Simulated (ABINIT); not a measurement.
# CrN2 (Pnnm) in ABINIT: single point with PBE

Aim: the single point of CrN2 with PBE.

Everything below comes from runs of ABINIT 10.8.3 (patched build). Logs are shortened: lines on timing, memory, paths and dates and some standing lists are left out, and cuts for length are marked. The log counts tension as positive stress, the text compression.

## (1) The structure

The structure is orthorhombic, space group Pnnm (No. 58). The conventional cell has a = 3.902 Å, b = 4.810 Å, c = 2.784 Å, α = 90.00°, β = 90.00°, γ = 90.00°. Cr (site symmetry 2/m) is surrounded by 6 N at 2.04 to 2.05 Å. N (site symmetry m) has 1 N at 1.35 Å as nearest neighbours.

The cell comes from a database or a generator and needn't be the stable form of this composition.

## (2) Single point, PBE, collinear spin, ferromagnetic start

The input, run.abi:

```
pp_dirpath "./"
pseudos "Cr.GGA_PBE-JTH.xml, N.GGA_PBE-JTH.xml"

acell 3*1.0
rprim
     7.3733069369     0.0000000000     0.0000000000
     0.0000000000     9.0886604731     0.0000000000
     0.0000000000     0.0000000000     5.2613187844
ntypat 2
znucl 24 7
natom 6
typat 1 1 2 2 2 2
xred
     0.0000000000     0.0000000000     0.0000000000
     0.5000000000     0.5000000000     0.5000000000
     0.8661700000     0.5887750000     0.0000000000
     0.1338300000     0.4112250000     0.0000000000
     0.3661700000     0.9112250000     0.5000000000
     0.6338300000     0.0887750000     0.5000000000
chkprim 0
chksymtnons 0
tolsym 1.0e-6

ecut 26.0
pawecutdg 48.0
pawxcdev 0

kptopt 1
ngkpt 7 6 10
nshiftk 1
shiftk 0.0 0.0 0.0

ixc 11

nband 31
occopt 3
tsmear 0.05 eV

nsppol 2
spinat
     0.0000000000     0.0000000000     5.0000000000
     0.0000000000     0.0000000000     5.0000000000
     0.0000000000     0.0000000000     0.0000000000
     0.0000000000     0.0000000000     0.0000000000
     0.0000000000     0.0000000000     0.0000000000
     0.0000000000     0.0000000000     0.0000000000

nstep 100
tolvrs 1.0e-9

iomode 3
prtwf 0
prtden 0
prteig 0
prtebands 0
```

Potentials or basis: JTH PAW PBE v2.0.

Run with:

```
$ mpirun --bind-to none -np 4 abinit run.abi > log 2>&1
```

run.abo:

```text
.Version 10.8.3 of ABINIT
 Symmetries : space group Pn n m (# 58); Bravais oP (primitive ortho.)
================================================================================
 Values of the parameters that define the memory need of the present run
     intxc =       0    ionmov =       0      iscf =      17    lmnmax =      18
     lnmax =       6     mgfft =      45  mpssoang =       3    mqgrid =    3001
     natom =       6  nloc_mem =       2    nspden =       2   nspinor =       1
    nsppol =       2      nsym =       8    n1xccc =       1    ntypat =       2
    occopt =       3   xclevel =       2
       mpw =        2256          nfft =       43740          nkpt =          96
Pmy_natom=         2
 PAW method is used; the additional fine FFT grid is defined by:
   mgfftf=        60    nfftf =    103680
================================================================================
================================================================================

--------------------------------------------------------------------------------
------------- Echo of variables that govern the present computation ------------
--------------------------------------------------------------------------------
 -outvars: echo values of preprocessed input variables --------
            acell      1.0000000000E+00  1.0000000000E+00  1.0000000000E+00 Bohr
              amu      5.19961000E+01  1.40067400E+01
          chkprim           0
      chksymtnons           0
             ecut      2.60000000E+01 Hartree
                       outvar_i_n : Printing only first  50 k-points.
              ixc          11
                       outvar_i_n : Printing only first  50 k-points.
         kptrlatt        7    0    0      0    6    0      0    0   10
          kptrlen      5.16131486E+01
            natom           6
            nband          31
            ngfft          36      45      27
          ngfftdg          48      60      36
             nkpt          96
           nspden           2
           nsppol           2
            nstep         100
             nsym           8
           ntypat           2
                       prtocc : prtvol=0, do not print more k-points.
                       1.000000  1.000000  1.000000  1.000000  1.000000  1.000000
                       1.000000  1.000000  1.000000  1.000000  1.000000  1.000000
                       1.000000  1.000000  1.000000  1.000000  1.000000  1.000000
                       1.000000  1.000000  1.000000  1.000000  1.000000  1.000000
                       0.000000  0.000000  0.000000  0.000000  0.000000  0.000000
                       0.000000
                       1.000000  1.000000  1.000000  1.000000  1.000000  1.000000
                       1.000000  1.000000  1.000000  1.000000  1.000000  1.000000
                       1.000000  1.000000  1.000000  1.000000  1.000000  1.000000
                       1.000000  1.000000  1.000000  1.000000  1.000000  1.000000
                       0.000000  0.000000  0.000000  0.000000  0.000000  0.000000
                       0.000000
                       1.000000  1.000000  1.000000  1.000000  1.000000  1.000000
                       1.000000  1.000000  1.000000  1.000000  1.000000  1.000000
                       1.000000  1.000000  1.000000  1.000000  1.000000  1.000000
                       1.000000  1.000000  1.000000  1.000000  1.000000  1.000000
                       0.000000  0.000000  0.000000  0.000000  0.000000  0.000000
[... 268 lines left out ...]
                       1.000000  1.000000  1.000000  1.000000  1.000000  1.000000
                       0.000000  0.000000  0.000000  0.000000  0.000000  0.000000
                       0.000000
                       1.000000  1.000000  1.000000  1.000000  1.000000  1.000000
                       1.000000  1.000000  1.000000  1.000000  1.000000  1.000000
                       1.000000  1.000000  1.000000  1.000000  1.000000  1.000000
                       1.000000  1.000000  1.000000  1.000000  1.000000  1.000000
                       0.000000  0.000000  0.000000  0.000000  0.000000  0.000000
                       0.000000
                       1.000000  1.000000  1.000000  1.000000  1.000000  1.000000
                       1.000000  1.000000  1.000000  1.000000  1.000000  1.000000
                       1.000000  1.000000  1.000000  1.000000  1.000000  1.000000
                       1.000000  1.000000  1.000000  1.000000  1.000000  1.000000
                       0.000000  0.000000  0.000000  0.000000  0.000000  0.000000
                       0.000000
                       prtocc : prtvol=0, do not print more k-points.
           occopt           3
        pawecutdg      4.80000000E+01 Hartree
         pawxcdev           0
           prtden           0
        prtebands           0
           prteig           0
            prtwf           0
            rprim      7.3733069369E+00  0.0000000000E+00  0.0000000000E+00
                       0.0000000000E+00  9.0886604731E+00  0.0000000000E+00
                       0.0000000000E+00  0.0000000000E+00  5.2613187844E+00
          spgroup          58
[... 206 lines left out ...]
 cartesian forces (hartree/bohr) at end:
    1      0.00000000000000     0.00000000000000    -0.00000000000000
    2      0.00000000000000     0.00000000000000    -0.00000000000000
    3      0.00003211407566    -0.00095861689764    -0.00000000000000
    4     -0.00003211407566     0.00095861689764    -0.00000000000000
    5      0.00003211407566     0.00095861689764    -0.00000000000000
    6     -0.00003211407566    -0.00095861689764    -0.00000000000000
 frms,max,avg= 4.5214984E-04 9.5861690E-04   0.000E+00  0.000E+00  0.000E+00 h/b

 cartesian forces (eV/Angstrom) at end:
    1      0.00000000000000     0.00000000000000    -0.00000000000000
    2      0.00000000000000     0.00000000000000    -0.00000000000000
    3      0.00165137216674    -0.04929406282773    -0.00000000000000
    4     -0.00165137216674     0.04929406282773    -0.00000000000000
    5      0.00165137216674     0.04929406282773    -0.00000000000000
    6     -0.00165137216674    -0.04929406282773    -0.00000000000000
 frms,max,avg= 2.3250480E-02 4.9294063E-02   0.000E+00  0.000E+00  0.000E+00 e/A
 length scales=  1.000000000000  1.000000000000  1.000000000000 bohr
              =  0.529177210544  0.529177210544  0.529177210544 angstroms
 Fermi (or HOMO) energy (hartree) =   0.32402   Average Vxc (hartree)=  -0.45786
 Magnetization (Bohr magneton)=  4.24483200E+00
 Total spin up =  2.61224160E+01   Total spin down =  2.18775840E+01
 Eigenvalues (hartree) for nkpt=  96  k points, SPIN UP:
 kpt#   1, nband= 31, wtk=  0.00238, kpt=  0.0000  0.0000  0.0000 (reduced coord)
  -2.35258   -2.35235   -1.30104   -1.29973   -1.29686   -1.29631   -1.29510   -1.29467
  -0.43169   -0.39620   -0.09501   -0.07427    0.04438    0.04564    0.10420    0.15209
   0.16078    0.17708    0.17901    0.21521    0.23355    0.23488    0.27513    0.28148
   0.29373    0.29534    0.30104    0.30443    0.43761    0.50659    0.51020
      occupation numbers for kpt#   1
   1.00000    1.00000    1.00000    1.00000    1.00000    1.00000    1.00000    1.00000
   1.00000    1.00000    1.00000    1.00000    1.00000    1.00000    1.00000    1.00000
   1.00000    1.00000    1.00000    1.00000    1.00000    1.00000    1.00000    1.00000
   1.00000    1.00000    1.00000    0.99998    0.00000    0.00000    0.00000
 prteigrs : prtvol=0 or 1, do not print more k-points.

 Eigenvalues (hartree) for nkpt=  96  k points, SPIN DOWN:
 kpt#   1, nband= 31, wtk=  0.00238, kpt=  0.0000  0.0000  0.0000 (reduced coord)
  -2.26796   -2.26771   -1.22052   -1.22004   -1.21681   -1.21639   -1.20523   -1.20389
  -0.43294   -0.39878   -0.09788   -0.07870    0.05072    0.05614    0.10274    0.14888
   0.17242    0.18449    0.20010    0.20638    0.26306    0.26504    0.34263    0.34380
   0.36948    0.38498    0.40672    0.40838    0.48568    0.52811    0.53122
      occupation numbers for kpt#   1
   1.00000    1.00000    1.00000    1.00000    1.00000    1.00000    1.00000    1.00000
   1.00000    1.00000    1.00000    1.00000    1.00000    1.00000    1.00000    1.00000
   1.00000    1.00000    1.00000    1.00000    1.00000    1.00000    0.00004    0.00002
   0.00000    0.00000    0.00000    0.00000    0.00000    0.00000    0.00000
 prteigrs : prtvol=0 or 1, do not print more k-points.

--- !EnergyTerms
iteration_state     : {dtset: 1, }
comment             : Components of total free energy in Hartree
kinetic             :  5.42932185536698E+01
hartree             :  4.54693684276365E+01
xc                  : -2.01343379655695E+01
Ewald energy        : -1.58748680199885E+02
psp_core            :  9.03964474675263E+00
local_psp           : -1.38391043687579E+02
PAW spherical_terms : -6.49547322280357E+00
internal            : -2.14967303347778E+02
'-kT*entropy'       : -3.06286852536452E-04
total_energy        : -2.14967609634631E+02
total_energy_eV     : -5.84956665614320E+03
...

--- !EnergyTermsDC
iteration_state     : {dtset: 1, }
comment             : '"Double-counting" decomposition of free energy'
band_energy         : -2.19548841844214E+01
Ewald energy        : -1.58748680199885E+02
psp_core            :  9.03964474675263E+00
xc_dc               : -4.07100179900027E+01
PAW spherical_terms : -2.59335985950184E+00
internal            : -2.14967297487058E+02
'-kT*entropy'       : -3.06286852536452E-04
total_energy_dc     : -2.14967603773910E+02
total_energy_dc_eV  : -5.84956649666488E+03
...

--- !EnergyTermsWithPAWCore
iteration_state     : {dtset: 1, }
comment             : 'Components of total free energy, including PAW core contributions'
Total energy        : -2.32080578972063E+03
Total energy DC     : -2.32080578385991E+03
Total energy (eV)   : -6.31523427459969E+04
Total energy DC (eV): -6.31523425865186E+04
...

 Cartesian components of stress tensor (hartree/bohr^3)
  sigma(1 1)=  7.99983467E-05  sigma(3 2)=  0.00000000E+00
  sigma(2 2)=  3.56595530E-05  sigma(3 1)=  0.00000000E+00
  sigma(3 3)= -1.67242556E-05  sigma(2 1)=  0.00000000E+00

-Cartesian components of stress tensor (GPa)         [Pressure= -9.7024E-01 GPa]
- sigma(1 1)=  2.35363262E+00  sigma(3 2)=  0.00000000E+00
- sigma(2 2)=  1.04914027E+00  sigma(3 1)=  0.00000000E+00
- sigma(3 3)= -4.92044589E-01  sigma(2 1)=  0.00000000E+00

== END DATASET(S) ==============================================================
================================================================================

 -outvars: echo values of variables after computation  --------
            acell      1.0000000000E+00  1.0000000000E+00  1.0000000000E+00 Bohr
           etotal     -2.1496760377E+02
            fcart      1.1293772630E-21  3.6140072416E-20 -0.0000000000E+00
                       1.1293772630E-21  3.6140072416E-20 -0.0000000000E+00
                       3.2114075662E-05 -9.5861689764E-04 -0.0000000000E+00
                      -3.2114075662E-05  9.5861689764E-04 -0.0000000000E+00
                       3.2114075662E-05  9.5861689764E-04 -0.0000000000E+00
                      -3.2114075662E-05 -9.5861689764E-04 -0.0000000000E+00
            rprim      7.3733069369E+00  0.0000000000E+00  0.0000000000E+00
                       0.0000000000E+00  9.0886604731E+00  0.0000000000E+00
                       0.0000000000E+00  0.0000000000E+00  5.2613187844E+00
           strten      7.9998346741E-05  3.5659552968E-05 -1.6724255638E-05
                       0.0000000000E+00  0.0000000000E+00  0.0000000000E+00
           xangst      0.0000000000E+00  0.0000000000E+00  0.0000000000E+00
                       1.9508929987E+00  2.4047559984E+00  1.3920849991E+00
                       3.3796099773E+00  2.8317204259E+00  0.0000000000E+00
                       5.2217602003E-01  1.9777915709E+00  0.0000000000E+00
                       1.4287169787E+00  4.3825475692E+00  1.3920849991E+00
                       2.4730690187E+00  4.2696442751E-01  1.3920849991E+00
             xred      0.0000000000E+00  0.0000000000E+00  0.0000000000E+00
                       5.0000000000E-01  5.0000000000E-01  5.0000000000E-01
                       8.6617000000E-01  5.8877500000E-01  0.0000000000E+00
                       1.3383000000E-01  4.1122500000E-01  0.0000000000E+00
                       3.6617000000E-01  9.1122500000E-01  5.0000000000E-01
                       6.3383000000E-01  8.8775000000E-02  5.0000000000E-01
 Calculation completed.
```

Wall time 4.1 min (4 MPI ranks of Arm Neoverse V2, shared host); peak memory 0.88 GiB.

Results:

```yaml
Free_energy: -5849.5665 eV
Pressure: -1.0 GPa
Largest_force: 0.049 eV/Å
Band_gap_on_the_k_mesh: none (metal or under the smearing width)
Net_moment: 4.24 μB per cell
Site_moments: Cr +2.11; N -0.07 μB
Valence_electrons_inside_the_program's_atomic_spheres: Cr 12.11; N 2.59
```

Forces on the atoms (eV/Å):
```
Cr   0.000  0.000  0.000
Cr   0.000  0.000  0.000
N    0.002 -0.049  0.000
N   -0.002  0.049  0.000
N    0.002  0.049  0.000
N   -0.002 -0.049  0.000
```

Caveat: only a ferromagnetic start was run, and an antiferromagnetic order may lie lower in energy. With open d or f shells a metallic result of PBE can be an artefact of self-interaction; +U or a hybrid may open a gap.

## (3) For comparison

An earlier run on the cell as given: functional PBE; potentials or basis JTH PAW PBE v2.0; cutoff 707 eV; k mesh 7 × 6 × 10; occupations fermi-dirac, width 0.05 eV; collinear spin, ferromagnetic start; starting moments [3.0, 3.0, 0.0, 0.0, 0.0, 0.0] μB.

- Pressure: -1.0 GPa
- Largest force: 0.049 eV/Å
- Band gap on the k mesh: none (metal or under the smearing width)
- Net moment: 4.24 μB per cell
- Site moments: Cr +2.11; N -0.07 μB
- Valence electrons inside the program's atomic spheres: Cr 12.11; N 2.59
